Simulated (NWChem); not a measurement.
# BH3O3 (boric acid): M06-2X/6-311+G(d,p)

What is the electronic atomisation energy of BH3O3 (boric acid) at M06-2X/6-311+G**? 

The results are computed with NWChem 7.3.0.

3 further runs of the same task are left out: 1 that didn't finish, 2 set aside as unsound or not needed.

## (1) Starting point

The species is BH3O3 (7 atoms), meant as a singlet with charge 0. As SMILES, `OB(O)O`. The coordinates come from a PBE0-D4/def2-TZVP relaxation. This is a higher conformer, about 20 kJ/mol above the lowest found by a separate search.

Bond lengths: O1–B2 1.367 Å, B2–O3 1.360 Å, B2–O4 1.376 Å, O1–H5 0.957 Å, O3–H6 0.959 Å, O4–H7 0.957 Å. Angles: O1–B2–O3 116.5°, O1–B2–O4 125.2°, O3–B2–O4 118.3°, B2–O1–H5 115.3°, B2–O3–H6 111.6°, B2–O4–H7 115.8°.

## (2) The energy at M06-2X/6-311+G(d,p) (run 1)

File bh3o3.nw:

```
start bh3o3
title "BH3O3"
memory 2200 mb

geometry units au noautosym nocenter noautoz
   O   -2.09702908   1.51669419   0.60830284
   B   -0.02305466  -0.01285014   0.43218036
   O    0.94713073  -0.88684847   2.64580555
   O    1.13515848  -0.72055257  -1.78654708
   H   -2.75408685   2.11384764  -0.96659491
   H    2.39390505  -1.94301640   2.37066142
   H    0.39778735  -0.06746322  -3.30380818
end

basis "ao basis" spherical bse
   * library 6-311+G**
end

dft
   xc m06-2x
   grid lebedev 75 11
   convergence energy 1e-08
   iterations 100
   mulliken
   print low
end

task dft
```

Started as:

```bash
nwchem bh3o3.nw > bh3o3.out
```

Standard output:

```text
[...]
 d= 0,ls=0.0,diis     1   -252.3703970453 -3.69D+02  1.30D-02  1.07D+00     3.4
[...]
 d= 0,ls=0.0,diis    10   -252.4819168959 -5.28D-10  2.16D-07  5.32D-10    26.8
         Total DFT energy =     -252.481916895906
      One electron energy =     -576.792544969338
           Coulomb energy =      239.101823565837
    Exchange-Corr. energy =      -31.020830034678
 Nuclear repulsion energy =      116.229634542273
[...]
      Total Density - Mulliken Population Analysis
     ---------------------------------------------
    Atom       Charge   Shell Charges
 -----------   ------   -------------------------------------------------------
    1 O    8     8.38   1.09  0.91  0.97  0.98  2.09  0.77  1.47 -0.01  0.10  0.01
    2 B    5     4.63   1.13  0.86  0.49  0.61  0.94  0.04  0.15  0.02  0.03  0.35
    3 O    8     8.39   1.09  0.91  0.97  0.98  2.10  0.77  1.47 -0.02  0.11  0.01
    4 O    8     8.40   1.09  0.91  0.97  0.98  2.09  0.77  1.50 -0.04  0.12  0.01
    5 H    1     0.74   0.27  0.37  0.04  0.07
    6 H    1     0.71   0.26  0.36  0.02  0.07
    7 H    1     0.74   0.27  0.36  0.05  0.07
[...]
```

Run time: 28 s. Hardware: 1 thread of Intel Xeon Platinum 8259CL at 2.50GHz (Skylake/Cascade Lake), shared host; peak memory 0.11 GiB.

## (3) The B atom (run 2)

File b.nw:

```
start b
title "B M06-2X"
memory total 2200 mb
geometry units angstrom noautosym nocenter noautoz
B        0.000000       0.000000       0.000000
end
basis spherical bse
* library 6-311+G**
end
dft
xc m06-2x
mult 2
grid lebedev 75 11
convergence energy 1e-08
maxiter 100
mulliken
noprint "final vectors analysis"
end
task dft energy
```

Started as:

```bash
nwchem b.nw > b.out
```

Standard output:

```text
[...]
          Wavefunction type:  spin polarized.
          No. of atoms     :     1
          No. of electrons :     5
[...]
          Charge           :     0
          Spin multiplicity:     2
[...]
          AO basis - number of functions:    22
[...]
              XC Information
              --------------
                       M06-2X Method XC Functional
                     Hartree-Fock (Exact) Exchange  0.540
                        M06-2X Exchange Functional  1.000
                      M06-2X Correlation Potential  1.000
[...]
 d= 0,ls=0.0,diis     1    -24.6071382033 -2.46D+01  1.64D-02  3.17D-02     0.1
[...]
 d= 0,ls=0.0,diis     7    -24.6483762653 -5.65D-10  6.82D-07  2.52D-11     0.5
[...]
         Total DFT energy =      -24.648376265342
      One electron energy =      -32.407359562988
           Coulomb energy =       11.643738950347
    Exchange-Corr. energy =       -3.884755652701
 Nuclear repulsion energy =        0.000000000000
[...]
      Total Density - Mulliken Population Analysis
     ---------------------------------------------
    Atom       Charge   Shell Charges
 -----------   ------   -------------------------------------------------------
    1 B    5     5.00   1.13  0.85  0.19  1.04  0.41  0.95  0.37  0.02  0.03  0.00
     --------------------------------------------
      Spin Density - Mulliken Population Analysis
     --------------------------------------------
    Atom       Charge   Shell Charges
 -----------   ------   -------------------------------------------------------
    1 B    5     1.00   0.00 -0.00  0.19  0.05  0.41 -0.03  0.37 -0.02  0.03 -0.00
[...]
      <S2> =      0.7517 (Exact =     0.7500)
[...]
```

It took 1.1 s on 1 thread of Intel Xeon Platinum 8259CL at 2.50GHz (Skylake/Cascade Lake), shared host; peak memory 0.1 GiB.

Run 3 isn't shown in full; the table further down has it.

## (4) The O atom (run 4)

File o.nw:

```
start o
memory total 2200 mb
charge 0

geometry noautosym nocenter noautoz
   O        0.000000       0.000000       0.000000
end

basis spherical bse
   * library 6-311+G**
end

dft
   xc m06-2x
   mult 3
   grid lebedev 75 11
   convergence energy 1e-08
   iterations 100
   mulliken
   noprint "final vectors analysis"
end

task dft
```

Started as:

```bash
nwchem o.nw > o.out
```

Standard output:

```text
[...]
          Wavefunction type:  spin polarized.
          No. of atoms     :     1
          No. of electrons :     8
[...]
          Charge           :     0
          Spin multiplicity:     3
[...]
          AO basis - number of functions:    22
[...]
              XC Information
              --------------
                       M06-2X Method XC Functional
                     Hartree-Fock (Exact) Exchange  0.540
                        M06-2X Exchange Functional  1.000
                      M06-2X Correlation Potential  1.000
[...]
 d= 0,ls=0.0,diis     1    -75.0344482372 -7.50D+01  7.28D-03  1.19D-01     0.2
[...]
 d= 0,ls=0.0,diis    12    -75.0610345157 -5.15D-09  3.04D-07  9.96D-12     1.1
[...]
         Total DFT energy =      -75.061034515746
      One electron energy =     -103.190413509831
           Coulomb energy =       36.576308124509
    Exchange-Corr. energy =       -8.446929130424
 Nuclear repulsion energy =        0.000000000000
[...]
      Total Density - Mulliken Population Analysis
     ---------------------------------------------
    Atom       Charge   Shell Charges
 -----------   ------   -------------------------------------------------------
    1 O    8     8.00   1.09  0.91  0.90  1.11  1.76  0.89  1.26  0.00  0.09  0.00
     --------------------------------------------
      Spin Density - Mulliken Population Analysis
     --------------------------------------------
    Atom       Charge   Shell Charges
 -----------   ------   -------------------------------------------------------
    1 O    8     2.00  -0.00 -0.00  0.49  0.04  0.95 -0.03  0.57 -0.01  0.00  0.00
[...]
      <S2> =      2.0050 (Exact =     2.0000)
[...]
```

It took 1.7 s on 1 thread of Intel Xeon Platinum 8259CL at 2.50GHz (Skylake/Cascade Lake), shared host; peak memory 0.1 GiB.

## (5) All runs side by side

```csv
run,level,partner,energy (Eh),wall time
1,M06-2X/6-311+G**,base,-252.481917,28 s
2,UM06-2X/6-311+G**,atoms,-24.648376,1.1 s
3,UM06-2X/6-311+G**,atoms,-0.498134,0.71 s
4,UM06-2X/6-311+G**,atoms,-75.061035,1.7 s
```

## (6) Results

Level: M06-2X/6-311+G**.

| quantity | value |
| --- | --- |
| O atom: total energy | -75.06103 Eh |
| O atom: ⟨S²⟩ | 2.005 |
| electronic atomisation energy | 31.457 eV |

What this shows: Taking the molecule apart into free atoms costs 31.46 eV (3035 kJ/mol), before zero-point energy and without spin-orbit coupling. All runs together took 31 s, the longest 28 s.
